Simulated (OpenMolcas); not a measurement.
# doublet GeS−: levels of theory compared

Wanted: a comparison of 6 runs (UHF/aug-cc-pVTZ, UB3LYP/aug-cc-pVTZ, UBHLYP/aug-cc-pVTZ, UBLYP/aug-cc-pVTZ, UPBE0/aug-cc-pVTZ, ROMP2/aug-cc-pVTZ) of doublet GeS−. 

Program for the calculation: OpenMolcas 26.06.

1 further run of the same task is left out (it didn't finish).

## Step 1: The system as given

GeS−: 2 atoms, total charge -1, spin state doublet. As SMILES of the parent species, `[S+]#[Ge-]`. The bond length is the one measured for the parent species. That shape belongs to the parent species and isn't relaxed for this state.

Bond lengths: S1–Ge2 2.012 Å.

## Step 2: A single-point energy at UHF/aug-cc-pVTZ (run 1)

Contents of calc.inp:

```
&GATEWAY
BasLib
$CurrDir
Coord
2
bohr
S      0.00000000     0.00000000     0.00000000
Ge     0.00000000     0.00000000     3.80229148
Basis
aug-cc-pVTZ
Group
NoSym
&SEWARD
&SCF
UHF
Charge
-1
Spin
2
Thresholds
1e-10 1e-07 1e-07 1e-05
PrOrbitals
1
```

The basis set aug-cc-pVTZ is read from a file made from the Basis Set Exchange's data (not shown).

Launch:

```bash
$ export MOLCAS_MEM=1860
$ pymolcas calc.inp > calc.log
```

Log:

```text
--- Start Module: gateway ---
[...]
--- Stop Module: gateway /rc=_RC_ALL_IS_WELL_ ---
--- Start Module: seward ---
[...]
      Basis functions          109
--- Stop Module: seward /rc=_RC_ALL_IS_WELL_ ---
[...]
--- Start Module: scf ---
[...]
       Convergence after  25 Iterations
[...]
::    Total SCF energy                              -2472.9976842573
[...]
      Total spin, S                                     0.5094513558
[...]
      Total electronic charge=   49.000000
      Total            charge=   -1.000000
[...]
      Dipole Moment (debye):
      Origin of the operator (angstrom)=    0.0000    0.0000    1.4046
                   X=  8.9931E-16               Y= -6.0493E-15               Z=  1.6712E+00           Total=  1.6712E+00
      Center of Charge (angstrom)
[...]
--- Stop Module: scf /rc=_RC_ALL_IS_WELL_ ---
[...]
```

Run time: 13 s. Hardware: 1 thread of Arm Neoverse V1, shared host; peak memory 0.64 GiB.

## Step 3: The energy at UB3LYP/aug-cc-pVTZ (run 2)

Contents of coord.xyz:

```xyz
2

S      0.000000     0.000000     0.000000
Ge     0.000000     0.000000     2.012086
```

Contents of calc.inp:

```
&GATEWAY
  BASLIB = $CurrDir
  COORD = coord.xyz
  BASIS = aug-cc-pVTZ
  GROUP = NoSym

&SEWARD
  GRIDINPUT
  Grid=UltraFine
  End of Grid

&SCF
  UHF
  CHARGE = -1
  SPIN = 2
  KSDFT = B3LYP
  THRESHOLDS = 1e-10 1e-07 1e-07 1e-05
  PRORBITALS = 1 2
```

The basis set aug-cc-pVTZ is read from a file made from the Basis Set Exchange's data (not shown).

Launch:

```bash
$ export MOLCAS_MEM=1860
$ pymolcas calc.inp > calc.log
```

Log:

```text
--- Start Module: gateway ---
[...]
--- Stop Module: gateway /rc=_RC_ALL_IS_WELL_ ---
--- Start Module: seward ---
[...]
      Basis functions          109
--- Stop Module: seward /rc=_RC_ALL_IS_WELL_ ---
[...]
--- Start Module: scf ---
[...]
       Convergence after 106 Iterations
[...]
::    Total KS-DFT energy                           -2475.3706012063
[...]
      Total spin, S                                     0.5015591330
[...]
      Total electronic charge=   49.000000
      Total            charge=   -1.000000
[...]
      Dipole Moment (debye):
      Origin of the operator (angstrom)=    0.0000    0.0000    1.4046
                   X= -1.3821E-11               Y=  3.8072E-11               Z=  9.7141E-01           Total=  9.7141E-01
      Center of Charge (angstrom)
[...]
--- Stop Module: scf /rc=_RC_ALL_IS_WELL_ ---
[...]
```

Run time: 3.1 min. Hardware: 1 thread of Arm Neoverse V1, shared host; peak memory 0.64 GiB.

Runs 3 to 5 aren't shown in full; the table further down has their settings and results.

## Step 4: The energy at ROMP2/aug-cc-pVTZ (run 6)

Contents of mol.inp:

```
* GeS ROMP2
&GATEWAY
BasLib
$CurrDir
BasisSet
S.aug-cc-pVTZ....
S1 0.000000 0.000000 0.000000 angstrom
End of Basis
BasisSet
Ge.aug-cc-pVTZ....
Ge2 0.000000 0.000000 2.012086 angstrom
End of Basis
&SEWARD
&SCF
UHF
Charge
-1
Spin
2
Thresholds
1e-10 1e-07 1e-07 1e-05
PrOrbitals
1 2
&RASSCF
FileOrb
$Project.UnaOrb
Spin
2
Nactel
1 0 0
Inactive
24
Ras2
1
OutOrbitals
Canonical
OrbListing
Nothing
&CASPT2
IPEA
0.0
Frozen
14
```

The basis set aug-cc-pVTZ is read from a file made from the Basis Set Exchange's data (not shown).

Launch:

```bash
$ export MOLCAS_MEM=1860
$ pymolcas mol.inp > mol.log
```

Log:

```text
--- Start Module: gateway ---
[...]
--- Stop Module: gateway /rc=_RC_ALL_IS_WELL_ ---
[...]
      Basis functions          109
[...]
       Convergence after  26 Iterations
[...]
::    Total SCF energy                              -2472.9976842574
[...]
      Total spin, S                                     0.5094513751
[...]
--- Start Module: rasscf ---
[...]
      Number of active orbitals                  1
[...]
      Spin quantum number                      0.5
[...]
      Active orbitals                            1
[...]
      Number of CSFs                             1
[...]
      Number of root(s) required                 1
[...]
      Convergence after 14 iterations
[...]
      printout of CI-coefficients larger than  0.05 for root  1
      energy=   -2472.993913
      conf/sym  1     Coeff  Weight
             1  u   1.00000 1.00000
      Natural orbitals and occupation numbers for root  1
      sym 1:   1.000000
      ************************************************************************************************************************
      *                                                    Final results                                                     *
[...]
::    RASSCF root number  1 Total energy:  -2472.99391278
[...]
      Total electronic charge=   49.000000
      Total            charge=   -1.000000
[...]
      Dipole Moment (debye):
      Origin of the operator (angstrom)=    0.0000    0.0000    1.4046
                   X= -3.3008E-07               Y=  6.0613E-07               Z=  1.5410E+00           Total=  1.5410E+00
      Center of Charge (angstrom)
[...]
--- Stop Module: rasscf /rc=_RC_ALL_IS_WELL_ ---
[...]
--- Start Module: caspt2 ---
[...]
      E2 (Variational):          -0.3525951265
      Total energy:           -2473.3465079034
[...]
      Reference weight:           0.85478
[...]
::    CASPT2 Root  1     Total energy:  -2473.34650790
[...]
```

Run time: 21 s. Hardware: 1 thread of Arm Neoverse V1, shared host; peak memory 0.64 GiB.

## Step 5: Overview of the runs

```tsv
run	level	integration grid	frozen core orbitals	energy (Eh)	HOMO energy (eV)	LUMO energy (eV)	⟨S²⟩	wall time
1	UHF/aug-cc-pVTZ	–	–	-2472.997684	-0.80	4.21	0.769	13 s
2	UB3LYP/aug-cc-pVTZ	UltraFine	–	-2475.370601	1.32	2.54	0.753	3.1 min
3	UBHLYP/aug-cc-pVTZ	UltraFine	–	-2475.282308	0.55	3.36	0.756	55 s
4	UBLYP/aug-cc-pVTZ	UltraFine	–	-2475.368771	1.96	2.08	0.752	88 s
5	UPBE0/aug-cc-pVTZ	UltraFine	–	-2474.903894	1.14	2.70	0.755	50 s
6	ROMP2/aug-cc-pVTZ	–	14	-2473.346508	–	–	–	21 s
```

## Step 6: What came out

| quantity | value |
| --- | --- |
| run 6: total energy | -2473.34651 Eh |

Totals of different functionals can't be ranked against each other. In runs 2, 3, 4, 5 the HOMO lies above zero, so the outermost electron may be held by the basis alone. All runs together took 6.8 min, the longest 3.1 min.
